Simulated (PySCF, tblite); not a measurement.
# C₄H₁₀AlB: geometry, infrared bands and NMR shifts

Wanted: the infrared bands and NMR shifts of C₄H₁₀AlB (`B[C@@H]1[C@H](C)[C@H]1[AlH2]`), by calculation.

The runs use tblite 0.8.0 and PySCF 2.14.0, with density-fitted response routines of our own; the level of theory stands in each step. All values are computed, except where a source is named. Atoms count from 0, in the outputs and in this text.

### Step 1. The molecule as given

16 atoms, charge 0, multiplicity 1; geometry from: force field or distance geometry start.

Bonds of the start (Å): B0–C1 1.56, C1–C2 1.49, C2–C3 1.50, C2–C4 1.50, C4–Al5 1.99, C4–C1 1.53, B0–H6 1.18, B0–H7 1.20, C1–H8 1.10, C2–H9 1.11, C3–H10 1.13, C3–H11 1.13, C3–H12 1.10, C4–H13 1.09, Al5–H14 1.60, Al5–H15 1.62.

### Step 2. Relaxing the molecule with GFN2-xTB

The job: settings as JSON, then the geometry in Å.

```
{"job": {"kind": "relax", "xc": "GFN2-xTB", "basis": "xTB"}, "charge": 0, "multiplicity": 1}
B     -0.595600     1.965800     0.176700
C      0.109000     0.759100    -0.507500
C     -0.430500    -0.629300    -0.497100
C     -1.763200    -0.963200     0.101500
C      0.634500    -0.271700     0.499200
Al     2.509100    -0.809700     0.124400
H     -1.685400     1.977900     0.616800
H     -0.081500     3.038200     0.039400
H      0.789300     0.987600    -1.336400
H     -0.115700    -1.241600    -1.372300
H     -2.085600    -1.938500    -0.359900
H     -1.673500    -1.208800     1.201900
H     -2.547800    -0.207900    -0.025000
H      0.334200    -0.209700     1.549700
H      2.974300    -0.953300    -1.400500
H      3.620700    -0.285900     1.177600
```

The run is started by

```console
$ OMP_NUM_THREADS=1 python probes_run.py task.json out
```

This one command runs all jobs of the session in turn.

**Question.** This job is followed by: GFN2-xTB harmonic vibrations, gas phase; GIAO PBE0/pcSseg-1 NMR shielding, non-relativistic, gas phase. Predict these results of the whole session: strongest single infrared mode (GFN2-xTB); zero-point energy (GFN2-xTB); ¹³C shifts against TMS (PBE0/pcSseg-1); ¹H shifts against TMS (PBE0/pcSseg-1, means over atoms taken as alike); ¹¹B shifts against BF3·OEt2 (PBE0/pcSseg-1); ²⁷Al shifts against AlH4- (PBE0/pcSseg-1); surface potential, 1st and 99th percentile.

**Answer**, as computed:

| quantity | value |
| --- | --- |
| strongest single infrared mode (GFN2-xTB) | 1798 cm⁻¹, 446 km/mol |
| zero-point energy (GFN2-xTB) | 75.0 kcal/mol |
| ¹³C shifts against TMS (PBE0/pcSseg-1) | 28.5, 24.1, 23.7, 19.3 ppm |
| ¹H shifts against TMS (PBE0/pcSseg-1, means over atoms taken as alike) | 7.43, 4.89, 1.95, 1.69, 1.56, 0.97 ppm |
| ¹¹B shifts against BF3·OEt2 (PBE0/pcSseg-1) | 81.4 ppm |
| ²⁷Al shifts against AlH4- (PBE0/pcSseg-1) | 189.2 ppm |
| surface potential, 1st and 99th percentile | -0.49 V and 2.92 V |

In words: Relaxing lowered the energy by 0.605 eV in 102 steps; the close pair that moved most is Al5–H15, from 1.618 to 1.546 Å. No mode is imaginary among the 42: a minimum at this level. The strongest single mode, at 1798 cm⁻¹, moves mainly H15. GFN2-xTB is a fitted tight-binding method: band positions and strengths are rough. Its intensities can rank the bands wrongly. At PBE0/pcSseg-1: Shielding is most anisotropic at B0 (span 193 ppm, paramagnetic term -174 ppm). At PBE0/pcSseg-1, counted by nearest atom on the grid, the HOMO lies on C4 26 %; C1, C2 about 15 % each, the LUMO on Al5 32 %; B0 19 %.
